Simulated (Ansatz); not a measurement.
# Zn4SO3: the cost of one run

Program: Ansatz 0.2.0. Level of theory: DFT PBE, scalar-relativistic, plane waves, PAW. These are calculated values, not measurements.

1 further run of the same task is left out (set aside as unsound or not needed). Runs told in other sessions of the task aren't counted.

## 1. The system as given

The structure is tetragonal, space group P-4m2 (No. 115). The conventional cell has a = 3.459 Å, b = 3.459 Å, c = 9.351 Å, α = 90.00°, β = 90.00°, γ = 90.00°. Zn (site symmetry 2mm) has 2 O at 2.04 Å and 2 S at 2.29 Å in its first shell of neighbours. Around Zn (site symmetry 2mm) lie 4 O at 2.02 Å. S (site symmetry -4m2) is surrounded by 4 Zn at 2.29 Å. O (site symmetry 2mm) has 4 Zn at 2.02 to 2.04 Å in its first shell of neighbours. O (site symmetry -4m2) has 4 Zn at 2.02 Å in its first shell of neighbours.

As a file:

```xyz
8
Lattice="3.4588 0.0000 0.0000 0.0000 3.4588 0.0000 0.0000 0.0000 9.3507" Properties=species:S:1:pos:R:3 pbc="T T T"
Zn    1.7294    0.0000    6.1792
Zn    0.0000    1.7294    8.3066
Zn    1.7294    0.0000    1.0441
Zn    0.0000    1.7294    3.1715
S     1.7294    1.7294    4.6753
O     0.0000    0.0000    7.2575
O     1.7294    1.7294    0.0000
O     0.0000    0.0000    2.0932
```

It is the end of an earlier relaxation with the same method, from a generated guess; it is a trial structure. At a tolerance of 0.02 Å it has space group P-4m2 (No. 115); it has 13.98 Å³/atom, an uncorrected energy of -1.20 eV/atom over the elements.

## 2. Static run: bands, density of states and charges

Input file input.yaml:

```yaml
crystal:
  lattice:
    - [3.4588404, 0.0, 0.0]
    - [0.0, 3.4588404, 0.0]
    - [0.0, 0.0, 9.3506509]
  atoms:
    - { symbol: Zn, position: [0.5, 0.0, 0.660829] }
    - { symbol: Zn, position: [0.0, 0.5, 0.88834] }
    - { symbol: Zn, position: [0.5, 0.0, 0.11166] }
    - { symbol: Zn, position: [0.0, 0.5, 0.339171] }
    - { symbol: S, position: [0.5, 0.5, 0.5] }
    - { symbol: O, position: [0.0, 0.0, 0.776144] }
    - { symbol: O, position: [0.5, 0.5, 0.0] }
    - { symbol: O, position: [0.0, 0.0, 0.223856] }
basis:
  ecutwfc: 420
kpoints:
  mp_grid: { grid: [10, 10, 4] }
  band_path:
    path:
      - [[0.0, 0.0, 0.0], [0.0, 0.5, 0.0], [0.5, 0.5, 0.0], [0.0, 0.0, 0.0], [0.0, 0.0, 0.5], [0.0, 0.5, 0.5], [0.5, 0.5, 0.5], [0.0, 0.0, 0.5]]
      - [[0.0, 0.5, 0.0], [0.0, 0.5, 0.5]]
      - [[0.5, 0.5, 0.0], [0.5, 0.5, 0.5]]
    npoints: 14
hamiltonian:
  xc: pbe
scf:
  occupations: { method: gaussian, width: 0.01 }
  n_extra_bands: 20
output:
  forces: true
  stress: true
  eigenvalues: true
  populations: true
  dos: { projected: true, de: 0.02, nscf_kmesh: { grid: [12, 12, 5] } }
  bader: true
  write_density: true
  write_potential: true
  elf: true
  volumetric_format: npy
```

On the command line:

```console
$ ansatz run input.yaml --threads 4 --pin off --max-ram 8192MiB --backend cpu --events-out ev --progress --plain --runs-dir out
```

Q: Estimate wall time and peak memory on 4 threads of Intel Xeon 6975P-C (Granite Rapids), shared host.

About 29 s, with a peak of 0.88 GiB.
